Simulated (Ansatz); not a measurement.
# ClTi: the cost of one run

Method: def2-TZVPP, core rule «outside noble gas», up to 14 orbitals frozen; program: Ansatz 0.2.0, Gaussian basis.

The runs, in order: UHF; ROHF; CCSD(T) on UHF.

**1. The system**

The geometry is a PBE0/def2-TZVP stationary point (not a proven minimum) of the parent state, kept for this charge and spin.

2 atoms, charge 1, spin multiplicity 7.

Atoms are counted from 1 here; the program's logs count them from 0.

Bond lengths: Ti1–Cl2 2.611 Å.

**2. UHF**

The input, in.yaml:

```yaml
crystal:
  periodic: [false, false, false]
  atoms:
    - {symbol: Ti, position_ang: [0.000000, 0.000000, 0.000000]}
    - {symbol: Cl, position_ang: [0.000000, 0.000000, 2.611200]}
basis:
  gaussian: {orbitals: def2-TZVPP}
total_charge: 1
magnetization: {spin_polarized: true, initial_magnetization: 6}
hamiltonian: {xc: hf}
output: {orbitals: {seedname: orbitals}}
```

Started as:

```bash
$ ansatz run in.yaml --threads 1 --pin off --events-out ev --progress --plain --max-ram 3968MiB --backend cpu
```

Q: Estimate wall time and peak memory on 1 thread of AMD EPYC 7R13, shared host.

About 30 s, with a peak of 0.32 GiB.
